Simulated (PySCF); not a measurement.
# A gas-phase reaction: ClH3Si + F2 → ClFH2Si + FH

Aim: the reaction energy of `[SiH3]Cl` + `FF` → `F[SiH2]Cl` + `F`.

Computed with PySCF 2.14.0; each step states its level. No surroundings beyond the atoms listed, unless a continuum is named. Atoms count from 0, parts from 1.

## Step 1: The system as given

Each species was relaxed by itself at PBE0-D3(BJ)/def2-SVPD.

## Step 2: Energies of the species: wB97M-D3(BJ)/def2-TZVPD

The job: settings as JSON, then the geometry in Å.

```
{"job": {"kind": "react", "xc": "wB97M-D3(BJ)", "basis": "def2-TZVPD"}, "charge": 0, "multiplicity": 1}
-1 ClH3Si charge 0 multiplicity 1
Si     0.109370    -0.097160    -0.045560
Cl    -0.695590     1.253490     1.320120
H     -0.992150    -0.575740    -0.922010
H      1.146710     0.615130    -0.837410
H      0.705880    -1.223290     0.720280

-1 F2 charge 0 multiplicity 1
F      0.688930    -0.008190     0.005880
F     -0.688930     0.008190    -0.005880

+1 ClFH2Si charge 0 multiplicity 1
F      1.257960    -1.077460     0.058110
Si    -0.006130    -0.050580     0.059520
Cl     0.727680     1.873810     0.039170
H     -0.761980    -0.261080     1.314540
H     -0.780430    -0.280190    -1.180810

+1 FH charge 0 multiplicity 1
F      0.459990    -0.005980     0.007630
H     -0.459990     0.005980    -0.007630
```

Method: wB97M-D3(BJ)/def2-TZVPD reaction energy of separated species, gas phase.

On the command line:

```bash
$ OMP_NUM_THREADS=1 python cluster_run.py task.json out
```

One launch serves the whole session: the jobs run in the order shown.

**Question.** The jobs that follow are: PBE0-D3(BJ)/def2-TZVPD reaction energy of separated species, gas phase; MP2/def2-TZVPD reaction energy of separated species, gas phase. Predict: reaction energy (wB97M-D3(BJ)/def2-TZVPD); ΔH, ΔG at 298 K (xTB thermal terms). Thermal terms come from harmonic xTB runs on each species.

As calculated:

| quantity | value |
| --- | --- |
| reaction energy (wB97M-D3(BJ)/def2-TZVPD) | -160.4 kcal/mol |
| ΔH, ΔG at 298 K (xTB thermal terms) | -158.6, -158.8 kcal/mol |
| range of the reaction energy over the runs of this table | -170.0 to -158.7 kcal/mol |

In words: The reaction is exothermic by 158.6 kcal/mol in the gas phase; dispersion gives -0.02, and xTB itself gave -119.9 for the electronic energy (xTB energies and thermal terms come from the earlier relaxation of each species, not shown). No barrier was sought. xTB and this level differ widely in the electronic energy, so what comes from xTB (the thermal terms above all) is less safe here. The reaction energy runs from -170.0 (MP2/def2-TZVPD) to -158.7 kcal/mol (PBE0-D3(BJ)/def2-TZVPD).
